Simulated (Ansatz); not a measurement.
**Sc: a listed cell, distorted in several ways**

A set of self-consistent runs on Sc under moves of single atoms, random distortions, further strains and shifts, other functionals, to map its energy surface near the listed cell.

Program: Ansatz 0.2.0. Level of theory: DFT PBEsol, scalar-relativistic, plane waves, PAW. These are calculated values, not measurements.

1 further run of the same task is left out (set aside as unsound or not needed).

### 1 The starting structure

The structure is hexagonal, space group P6_3/mmc (No. 194). The conventional cell has a = 3.309 Å, b = 3.309 Å, c = 5.268 Å, α = 90.00°, β = 90.00°, γ = 120.00°. Around Sc (site symmetry -6m2) lie 12 Sc at 3.25 to 3.31 Å.

As a file:

```xyz
2
Lattice="3.3088 0.0000 0.0000 -1.6544 2.8655 0.0000 0.0000 0.0000 5.2680" Properties=species:S:1:pos:R:3 pbc="T T T"
Sc    0.0000    1.9103    1.3170
Sc    1.6544    0.9552    3.9510
```

The structure comes from the Crystallography Open Database.

### 2 A random distortion, cell strained

The change: strain xx, yy, zz, yz, xz, xy = -1.2, -1.6, -1.5, -0.6, -0.5, +2.0 %; atoms moved by 0.03 Å root mean square, at most 0.03 Å.

input.yaml

```yaml
crystal:
  lattice:
    - [3.2676033635, 0.0661759579, -0.0161138458]
    - [-1.576491621, 2.787111453, -0.0085056847]
    - [-0.02565516, -0.03044904, 5.18966484]
  atoms:
    - { symbol: Sc, position: [0.3289092499, 0.6579212563, 0.2531302202] }
    - { symbol: Sc, position: [0.6710907501, 0.3420787437, 0.7468697798] }
basis:
  ecutwfc: 420
kpoints:
  mp_grid: { grid: [12, 14, 8] }
hamiltonian:
  xc: pbesol
scf:
  occupations: { method: gaussian, width: 0.1 }
output:
  forces: true
  stress: true
  eigenvalues: true
```

Started as:

```
> ansatz run input.yaml --threads 1 --pin off --max-ram 1331MiB --backend cpu --events-out ev --progress --plain --runs-dir out
```

### 3 Random moves and strain, cell strained

input.yaml

```yaml
crystal:
  lattice:
    - [3.2606879759, -0.0992639369, -0.0138638632]
    - [-1.7163090789, 2.8697167804, -0.0308353984]
    - [-0.02207292, -0.06943224, 5.2492986]
  atoms:
    - { symbol: Sc, position: [0.3620876636, 0.6889419877, 0.2404555809] }
    - { symbol: Sc, position: [0.6379123364, 0.3110580123, 0.7595444191] }
basis:
  ecutwfc: 420
kpoints:
  mp_grid: { grid: [14, 14, 8] }
hamiltonian:
  xc: pbesol
scf:
  occupations: { method: gaussian, width: 0.1 }
output:
  forces: true
  stress: true
  eigenvalues: true
```

### 4 Functional and cell changed: PBE

input.yaml

```yaml
crystal:
  lattice:
    - [3.1667512036, 0.0, 0.0]
    - [-1.5833756017, 2.7424869897, 0.0]
    - [0.0, 0.0, 5.35792476]
  atoms:
    - { symbol: Sc, position: [0.3333333333, 0.6666666667, 0.25] }
    - { symbol: Sc, position: [0.6666666667, 0.3333333333, 0.75] }
basis:
  ecutwfc: 420
kpoints:
  mp_grid: { grid: [15, 15, 8] }
hamiltonian:
  xc: pbe
scf:
  occupations: { method: gaussian, width: 0.1 }
output:
  forces: true
  stress: true
  eigenvalues: true
```

### 5 One atom moved

input.yaml

```yaml
crystal:
  lattice:
    - [3.3087978973, 0.0, 0.0]
    - [-1.6543989486, 2.865503035, 0.0]
    - [0.0, 0.0, 5.268]
  atoms:
    - { symbol: Sc, position: [0.3225566252, 0.6677136033, 0.2547190585] }
    - { symbol: Sc, position: [0.6666666667, 0.3333333333, 0.75] }
basis:
  ecutwfc: 420
kpoints:
  mp_grid: { grid: [12, 12, 8] }
hamiltonian:
  xc: pbesol
scf:
  occupations: { method: gaussian, width: 0.1 }
output:
  forces: true
  stress: true
  eigenvalues: true
  write_density: true
  write_potential: true
  elf: true
  volumetric_format: npy
```

### 6 A distortion that keeps the symmetry

input.yaml

```yaml
crystal:
  lattice:
    - [3.46821578, 0.0, 0.0]
    - [-1.7341078899, 3.0035629712, 0.0]
    - [0.0, 0.0, 5.36377224]
  atoms:
    - { symbol: Sc, position: [0.3333333333, 0.6666666667, 0.25] }
    - { symbol: Sc, position: [0.6666666667, 0.3333333333, 0.75] }
basis:
  ecutwfc: 420
kpoints:
  mp_grid: { grid: [12, 12, 8] }
hamiltonian:
  xc: pbesol
scf:
  occupations: { method: gaussian, width: 0.1 }
output:
  forces: true
  stress: true
  eigenvalues: true
```

Before running it: what results should come out? Wanted: for each run, case; energy; pressure; largest force.

As calculated:

```
step                                    case  energy (meV/atom)  pressure (GPa)  largest force (eV/Å)  gap on the mesh (eV)
   2      a random distortion, cell strained               +0.0            -0.5                  0.15                  0.00
   3  random moves and strain, cell strained             +22.2*            -0.8                  0.37                  0.00
   4        functional and cell changed: PBE                n/a             3.7                  0.00                  0.00
   5                          one atom moved              +5.7*            -2.8                  0.10                  0.00
   6    a distortion that keeps the symmetry            +100.5*            -7.2                  0.00                  0.00
```

Energies are counted from step 2, with the smearing taken to zero; a star marks another k mesh, which can shift energies by itself, so starred rows don't rank against the others. Other atoms or functionals have another zero of energy (n/a). A gap of 0.00 means none on the mesh at this level.

In words: Among the distorted cells of the listed formula and level the largest force, 0.37 eV/Å, comes in step 3, shared by 2 atoms. The pressure is -0.5 GPa in the smallest cell and -7.2 GPa in the largest; between them shape and moved atoms count too. The distorted cells of the listed formula and level show no gap on the mesh.
